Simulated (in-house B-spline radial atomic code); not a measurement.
# Eu¹⁰⁺: ionisation energy by several methods

An exercise on one series of results from a longer session: the logs are not shown, and one member is left open.

Program: in-house B-spline radial atomic code version 1. Level of theory: scalar-relativistic (X2C), several functionals, spin-polarised; spherical all-electron atom at the radial basis limit. These are calculated values, not measurements, unless marked.

**What is computed**

| Quantity | Value |
| --- | --- |
| element | europium (Z = 63) |
| charge | +10 |
| electrons | 53 |
| configuration | [Kr] 4d10 4f5 5s2 |
| nucleus | Fermi, rms radius 5.112 fm |

Outer shells as boxes (Hund's rule):

[Kr] 4d10 4f5 5s2
```
[Kr] core
4d [↑↓][↑↓][↑↓][↑↓][↑↓]
4f [↑ ][↑ ][↑ ][↑ ][↑ ][  ][  ]
5s [↑↓]
```

Where spins are not typed, each open shell is filled with up spins first.

The first run:

Input settings:

```ini
Z = 63
electrons = 53.0
configuration = [Kr] 4d10 4f5 5s2
hamiltonian = x2c
method = pw91,pw91
spin_polarised = True
nucleus = fermi
rms_radius = 5.1115
mass_number = 153
atomic_mass = 152.921236789
speed_of_light = 137.035999084
```

Steps of the session up to this table: PW91, a GGA; r2SCAN, a meta-GGA; TPSS, a meta-GGA; AM05, a GGA; OLYP, a GGA; LDA (VWN5).

One table of the session follows, with a row left open; its other results are not shown here.

```
    method  ΔSCF (eV)
LDA (VWN5)     175.42
      PW91     175.17
      AM05     175.17
      OLYP     175.97
    r2SCAN          ?
      TPSS     174.76
```

Estimate the missing values for r2SCAN.

**Answer.** ΔSCF (eV): 175.11. In the column «ΔSCF (eV)» it lies between TPSS (174.76) and PW91 (175.17).
